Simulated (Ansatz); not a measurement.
# CH₇NSiSn: up Jacob's ladder to CCSD(T)

One table from this session's results is given with a row withheld; the runs are named, their logs left out.

Program: Ansatz 0.2.0, Gaussian basis. Level of theory: functionals in def2-TZVPP, the program's frozen cores in correlated methods. These are calculated values, not measurements.

Levels to be run: PBE-D4, r2SCAN-D4, PBE0-D4, B3LYP-D4, ωB97X-V, ωB97M-V, B2PLYP; CCSD(T)/def2-TZVPP; MP2/def2-QZVPP; extrapolation to the limit.

**The relaxed structure**

An earlier PBE0-D4 in a triple-zeta def2 set relaxation fixed the geometry. Sn takes the def2 core potential; no spin-orbit term is included.

SMILES `[SiH3]/N=[CH]\[SnH3]`, 11 atoms, charge 0, spin multiplicity 1.

Atoms are counted from 1 here; the program's logs count them from 0.

Bond lengths: Si1–N2 1.738 Å, Si1–H5 1.496 Å, Si1–H6 1.483 Å, Si1–H7 1.483 Å, N2–C3 1.257 Å, C3–Sn4 2.202 Å, C3–H8 1.102 Å, Sn4–H9 1.706 Å, Sn4–H10 1.706 Å, Sn4–H11 1.710 Å. Angles: N2–Si1–H5 111.8°, N2–Si1–H6 108.1°, N2–Si1–H7 108.1°, H5–Si1–H6 109.4°, H5–Si1–H7 109.4°, H6–Si1–H7 110.0°, Si1–N2–C3 127.6°, N2–C3–Sn4 129.2°, N2–C3–H8 117.6°, Sn4–C3–H8 113.2°, C3–Sn4–H9 111.4°, C3–Sn4–H10 111.4°, C3–Sn4–H11 105.7°, H9–Sn4–H10 109.6°, H9–Sn4–H11 109.3°, H10–Sn4–H11 109.3°.

The first run:

Contents of in.yaml:

```yaml
crystal:
  periodic: [false, false, false]
  atoms:
    - {symbol: Si, position_ang: [-0.188023, 1.900093, -0.305705]}
    - {symbol: N, position_ang: [1.178531, 0.950663, 0.195298]}
    - {symbol: C, position_ang: [1.224457, -0.292891, 0.373984]}
    - {symbol: Sn, position_ang: [-0.369159, -1.793480, 0.138122]}
    - {symbol: H, position_ang: [-1.402709, 1.054388, -0.524903]}
    - {symbol: H, position_ang: [-0.467237, 2.899162, 0.753551]}
    - {symbol: H, position_ang: [0.168448, 2.587975, -1.569766]}
    - {symbol: H, position_ang: [2.185283, -0.726633, 0.694869]}
    - {symbol: H, position_ang: [-1.672415, -1.491029, 1.196802]}
    - {symbol: H, position_ang: [-0.938168, -1.850559, -1.469308]}
    - {symbol: H, position_ang: [0.346491, -3.294390, 0.537655]}
basis:
  gaussian: {orbitals: def2-TZVPP}
hamiltonian: {xc: pbe, dispersion: d4}
output: {forces: true, orbitals: {seedname: orbitals}}
```

Run with:

```bash
$ ansatz run in.yaml --threads 4 --pin off --events-out ev --progress --plain --max-ram 10444MiB
```

Among the steps run: PBE-D4 (GGA); r2SCAN-D4 (meta-GGA); PBE0-D4 (hybrid); B3LYP-D4 (hybrid); ωB97X-V (range-separated); ωB97M-V (range-separated); B2PLYP (double hybrid); CCSD(T) in def2-TZVPP; MP2 in def2-QZVPP.

One table of the session follows, with a row left open; its other results are not shown here.

| method | atomisation energy (eV) |
| --- | --- |
| PBE-D4 | ? |
| r2SCAN-D4 | 34.474 |
| PBE0-D4 | 34.306 |
| B3LYP-D4 | 34.719 |
| ωB97X-V | 34.930 |
| ωB97M-V | 34.681 |
| B2PLYP | 34.141 |
| HF/def2-TZVPP | 24.253 |
| MP2/def2-TZVPP | 33.565 |
| CCSD/def2-TZVPP | 33.216 |
| CCSD(T)/def2-TZVPP | 33.765 |
| MP2/CBS | 34.531 |
| CCSD(T)/CBS | 34.731 |

Estimate the missing values for PBE-D4.

As computed: atomisation energy (eV): 34.870. In the column «atomisation energy (eV)» it lies between CCSD(T)/CBS (34.731) and ωB97X-V (34.930).

Limits of these values: Free atoms (1 Si, 1 N, 1 C, 1 Sn, 7 H) were run apart at each level; the atomisation energy is their sum less the molecule, without zero-point or spin-orbit terms.
